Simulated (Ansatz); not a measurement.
# Ti5Si: convergence and cost

The task here is to estimate one member of a computed series from the others.

Program: Ansatz 0.2.0. Level of theory: DFT PBEsol, scalar-relativistic, plane waves, PAW. These are calculated values, not measurements.

4 further runs of the same task are left out: 3 for a known fault of the program, 1 set aside as unsound or not needed. Runs told in other sessions of the task aren't counted.

### The system as given

Symmetry: R32, No. 155, trigonal system. The conventional cell has a = 5.046 Å, b = 5.046 Å, c = 13.323 Å, α = 90.00°, β = 90.00°, γ = 120.00°. Ti (site symmetry 3) is surrounded by 9 Ti at 2.83 to 2.94 Å and 3 Si at 2.92 Å. Around Ti (site symmetry 2) lie 8 Ti at 2.69 to 2.88 Å and 2 Si at 2.71 Å. Si (site symmetry 32) has 12 Ti at 2.71 to 2.92 Å in its first shell of neighbours.

Coordinates:

```xyz
6
Lattice="2.5228 1.4566 4.4409 -2.5228 1.4566 4.4409 0.0000 -2.9131 4.4409" Properties=species:S:1:pos:R:3 pbc="T T T"
Ti    0.0000    0.0000    2.0176
Ti    0.5316    1.4566    4.4409
Ti   -1.5272   -0.2679    4.4409
Ti    0.0000    0.0000   11.3051
Ti    0.9956   -1.1886    4.4409
Si    0.0000    0.0000    6.6614
```

Source of the structure: the Materials Project (structure only). It is taken as it stands there.

### The base run, which the others are set against

Contents of input.yaml:

```yaml
crystal:
  lattice:
    - [2.5228393509, 1.4565619783, 4.4409048145]
    - [-2.5228393509, 1.4565619783, 4.4409048145]
    - [0.0, -2.9131239567, 4.4409048145]
  atoms:
    - { symbol: Ti, position: [0.15143967, 0.15143967, 0.15143967] }
    - { symbol: Ti, position: [0.60535, 0.39465, 0.0] }
    - { symbol: Ti, position: [0.0, 0.60535, 0.39465] }
    - { symbol: Ti, position: [0.84856033, 0.84856033, 0.84856033] }
    - { symbol: Ti, position: [0.39465, 0.0, 0.60535] }
    - { symbol: Si, position: [0.5, 0.5, 0.5] }
basis:
  ecutwfc: 420
kpoints:
  mp_grid: { grid: [12, 12, 12] }
hamiltonian:
  xc: pbesol
scf:
  occupations: { method: gaussian, width: 0.1 }
output:
  forces: true
  stress: true
  eigenvalues: true
  populations: true
  write_density: true
  write_potential: true
  elf: true
  volumetric_format: npy
```

It was run beforehand and gave: -2165.4856 eV/atom at zero smearing, pressure -4.41 GPa, largest force 0.067 eV/Å, no gap on the mesh, in 7 SCF cycles and 2 min.

Set-up of the first run:

Contents of input.yaml:

```yaml
crystal:
  lattice:
    - [2.5228393509, 1.4565619783, 4.4409048145]
    - [-2.5228393509, 1.4565619783, 4.4409048145]
    - [0.0, -2.9131239567, 4.4409048145]
  atoms:
    - { symbol: Ti, position: [0.15143967, 0.15143967, 0.15143967] }
    - { symbol: Ti, position: [0.60535, 0.39465, 0.0] }
    - { symbol: Ti, position: [0.0, 0.60535, 0.39465] }
    - { symbol: Ti, position: [0.84856033, 0.84856033, 0.84856033] }
    - { symbol: Ti, position: [0.39465, 0.0, 0.60535] }
    - { symbol: Si, position: [0.5, 0.5, 0.5] }
basis:
  ecutwfc: 150
kpoints:
  mp_grid: { grid: [12, 12, 12] }
hamiltonian:
  xc: pbesol
scf:
  occupations: { method: gaussian, width: 0.1 }
output:
  forces: true
  stress: true
  eigenvalues: true
```

Run with:

```sh
> ansatz run input.yaml --threads 1 --pin off --max-ram 2560MiB --backend cpu --events-out ev --progress --plain --runs-dir out
```

Among the steps run: Plane-wave cutoff set to 150 eV; Plane-wave cutoff: 200 eV; Plane-wave cutoff: 250 eV; Plane-wave cutoff: 300 eV; Plane-wave cutoff set to 350 eV; Plane-wave cutoff set to 380 eV; Plane-wave cutoff set to 460 eV; Plane-wave cutoff: 520 eV; Plane-wave cutoff set to 600 eV; Plane-wave cutoff: 700 eV; Plane-wave cutoff: 850 eV.

One table of the session follows, with a row left open; its other results are not shown here.

It belongs to the step «The sweep of the plane-wave cutoff side by side». 

| cutoff (eV) | ΔE (meV/atom) | pressure (GPa) | largest change of a force component (eV/Å) |
| --- | --- | --- | --- |
| 150 | 19392 | -29.55 | 1.930 |
| 200 | 4638 | 2.51 | 0.371 |
| 250 | 835 | -4.84 | 0.040 |
| 300 | ? | ? | ? |
| 350 | 9.97 | -4.38 | 0.001 |
| 380 | 2.21 | -4.41 | 0.001 |
| 420 | 1.09 | -4.41 | 0.001 |
| 460 | 0.88 | -4.41 | 0.000 |
| 520 | 0.56 | -4.42 | 0.000 |
| 600 | 0.35 | -4.42 | 0.000 |
| 700 | 0.12 | -4.42 | 0.000 |
| 850 | 0.00 | -4.42 | 0.000 |

Estimate the missing values for cutoff (eV) = 300.

Worked estimate for «ΔE (meV/atom)». A straight line through the neighbours (250, 835) and (350, 9.97) gives 835 + (9.97 − 835) × (300 − 250) / (350 − 250) = 422; a parabola fitted to 4 rows on both sides gives -478.

**Answer.** ΔE (meV/atom): 120; pressure (GPa): -4.71; largest change of a force component (eV/Å): 0.011. In «ΔE (meV/atom)» the line misses by +302 and the parabola by -598. Between these rows the values bend or scatter more than so simple an estimate can follow.

To keep in mind: Warnings in the runs' records: cutoff below recommended.
